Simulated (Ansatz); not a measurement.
# IrAu: the cost of one run

Computed with Ansatz 0.2.0 (DFT PBE, scalar-relativistic, plane waves, PAW, unless a step's input says otherwise).

**1. The structure to begin with**

It takes space group R-3m (No. 166, trigonal). Conventional cell: a = 2.887 Å, b = 2.887 Å, c = 13.492 Å, α = 90.00°, β = 90.00°, γ = 120.00°. Ir (site symmetry -3m) is surrounded by 6 Au at 2.80 Å and 6 Ir at 2.89 Å. Around Au (site symmetry -3m) lie 6 Ir at 2.80 Å and 6 Au at 2.89 Å.

Structure file:

```cif
data_structure
_symmetry_space_group_name_H-M 'R-3m:H'
_symmetry_Int_Tables_number 166
_cell_length_a 2.8870
_cell_length_b 2.8870
_cell_length_c 13.4922
_cell_angle_alpha 90.000
_cell_angle_beta 90.000
_cell_angle_gamma 120.000
_cell_volume 97.39
loop_
_atom_site_label
_atom_site_type_symbol
_atom_site_symmetry_multiplicity
_atom_site_Wyckoff_symbol
_atom_site_fract_x
_atom_site_fract_y
_atom_site_fract_z
_atom_site_occupancy
Ir1 Ir 3 a 0.00000 0.00000 0.00000 1
Au1 Au 3 b 0.33333 0.66667 0.16667 1
```

Recipe of the guess: species swapped into a database cell of CuPt (R-3m, No. 166), with Ir on the Cu sites and Au on the Pt sites. Its size is a rough estimate.

**2. The guess as it stands, on a coarse mesh**

Input file input.yaml:

```yaml
crystal:
  lattice:
    - [1.44348486, 0.83339637, 4.49740885]
    - [-1.44348486, 0.83339637, 4.49740885]
    - [0.0, -1.66679274, 4.49740885]
  atoms:
    - { symbol: Ir, position: [0.0, 0.0, 0.0] }
    - { symbol: Au, position: [0.5, 0.5, 0.5] }
basis:
  ecutwfc: 420
kpoints:
  mp_grid: { grid: [6, 6, 6] }
hamiltonian:
  xc: pbe
scf:
  occupations: { method: gaussian, width: 0.1 }
  lower_state_search: "off"
output:
  forces: true
  stress: true
  eigenvalues: true
```

Run with:

```bash
$ ansatz run input.yaml --threads 1 --pin off --max-ram 2560MiB --backend cpu --events-out ev --progress --plain --runs-dir out
```

**Question.** How long does this run take on 1 thread of Arm Neoverse V1, shared host, and how much memory does it need?

About 1.4 s, with a peak of 0.29 GiB.
